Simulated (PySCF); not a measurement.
# MoCl₂: structure of the quintet

Aim: relax MoCl₂ as a quintet from a bent start, check by its vibrations whether the end is a minimum, and collect its spectrum and constants.

Method: PBE0, basis Mo def2-TZVP with ECP28, Cl def2-TZVP, scalar-relativistic core potentials, no spin–orbit coupling, density fitting; program: PySCF 2.14.0.

**1. The starting structure**

3 atoms, charge 0, spin multiplicity 5.

Bond lengths: Mo1–Cl2 2.370 Å, Mo1–Cl3 2.370 Å. Angles: Cl2–Mo1–Cl3 110.0°.

```xyz
3
charge 0 multiplicity 5
Mo    0.0000    0.0000    0.0000
Cl    1.9414    0.0000    1.3594
Cl   -1.9414    0.0000    1.3594
```

**2. First SCF at the start**

One driver script runs all steps and calls PySCF; scf.py shows how it sets up the SCF of each step. The optimiser is the driver's own. After this first run the driver tries any further starts and a stability analysis.

scf.py reads:

```python
from pyscf import gto, scf, dft
mol = gto.M(atom='''
Mo     0.000000     0.000000     0.000000
Cl     1.941400     0.000000     1.359400
Cl    -1.941400     0.000000     1.359400''',
    basis={'Mo': 'def2-TZVP', 'Cl': 'def2-TZVP'},
    ecp={'Mo': 'def2-TZVP'},
    charge=0, spin=4)
mf = dft.UKS(mol, xc='PBE0')
mf.grids.atom_grid = (50, 194)
aux = {'Mo': 'def2-universal-JKFIT', 'Cl': 'def2-universal-JKFIT'}
mf = mf.density_fit(auxbasis=aux)
mf.conv_tol = 1e-08
mf.diis_space = 10
mf.max_cycle = 60
mf.init_guess = 'minao'
mf.verbose = 4
mf.kernel()
```

Launch:

```
> OMP_NUM_THREADS=4 python axn.py task.json out
```

After this run come: Relaxation: bent start, quintet; Hessian and properties.

Q: Predict the outcome of this session. Wanted: minimum; geometry; wavenumbers; dipole moment; highest occupied, lowest empty level; polar-tensor charge of Mo1; zero-point energy; atomisation energy; ⟨S²⟩.

As calculated:

```
                                          quantity                                value
                                           minimum                         quintet, C2v
                                          geometry  Mo–Cl 2.260 Å (×2); Cl–Mo–Cl 131.6°
                                wavenumbers (cm⁻¹)          73 (a1), 380 (a1), 423 (b2)
                                     dipole moment                               2.52 D
highest occupied, lowest empty level (either spin)                      -6.69, -3.55 eV
                        polar-tensor charge of Mo1                              +1.18 e
                                 zero-point energy                           5.2 kJ/mol
                               entropy at 298.15 K                      316.6 J/(mol K)
         atomisation energy (no zero-point energy)                           742 kJ/mol
                                              ⟨S²⟩                                6.022
```

**Reading.** The bent start keeps its C2v symmetry and ends in a minimum. The strongest infrared band lies at 423 cm⁻¹ (b2, stretch). Most of the spin sits on Mo1 (Mulliken spin 4.00, against 4 for the whole molecule). Other starts or spin states, not run here, may lie lower. One determinant may miss the lowest occupation of an open d or f shell.
